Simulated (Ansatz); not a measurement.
Predict the output of the script below (Ansatz's Python interface).

`tae_bclh2s2.py`
```python
from collections import Counter

import ansatz as az

config = {
    'basis': 'cc-pVTZ',
    'xc': 'hf',
}


def energy(molecule, charge=0, unpaired=0):
    calc = molecule.calculation().basis(gaussian=config['basis']).functional(config['xc'])
    if charge:
        calc = calc.charge(charge)
    if unpaired:
        calc = calc.spin('collinear', total=unpaired)
    return calc.run().report['free_energy_ev']

system = (
    az.Crystal.molecule()
    .atom('S', [-0.6971, 1.4384, -0.5067])
    .atom('B', [-0.2377, -0.2447, 0.0291])
    .atom('S', [1.5416, -0.6156, 0.3733])
    .atom('Cl', [-1.4299, -1.553, 0.2137])
    .atom('H', [-0.5679, 1.15, -1.8938])
    .atom('H', [1.4332, -0.2392, 1.7383])
)

unpaired = {'S': 2, 'B': 1, 'Cl': 1, 'H': 1}
counts = Counter(site.symbol for site in system.cartesian_sites)
atom_energy = {s: energy(az.Crystal.molecule().atom(s, (0, 0, 0)), 0, unpaired[s]) for s in counts}
whole = energy(system, 0, 0)
for s, e in atom_energy.items():
    print(f'{s:2s} x{counts[s]}  {e:14.5f} eV')
print(f'BClH2S2: {whole:.5f} eV')
split = sum(counts[s] * e for s, e in atom_energy.items()) - whole
print(f'atomisation energy (no zero-point term): {23.060548 * split:.1f} kcal/mol, {split / sum(counts.values()):.3f} eV an atom')
```

```console
$ python tae_bclh2s2.py
S  x2    -10816.77825 eV
B  x1      -667.55157 eV
Cl x1    -12503.23562 eV
H  x2       -13.60052 eV
BClH2S2: -34844.94355 eV
atomisation energy (no zero-point term): 309.0 kcal/mol, 2.233 eV an atom
```

309.0 kcal/mol from the electronic energies, without the zero-point term.

Notes:
- Total energies depend on the basis set; only differences at equal settings carry meaning.
- The geometry is a force-field or estimated start, not a minimum of this method, and the basis set is short of its limit. All parts are taken at fixed geometry, without zero-point energy.
- Hartree-Fock leaves correlation out, so bond, atomisation and ionisation energies come out well too low.
- For Al to Cl the sets with a tight d function, cc-pV(X+d)Z, are usual.
- Wall time of the script: 2.4 s on 1 thread of Arm Neoverse V2, on a shared host, peak memory 0.36 GiB.

(Lines on the test bed's own set-up are left out of the output.)
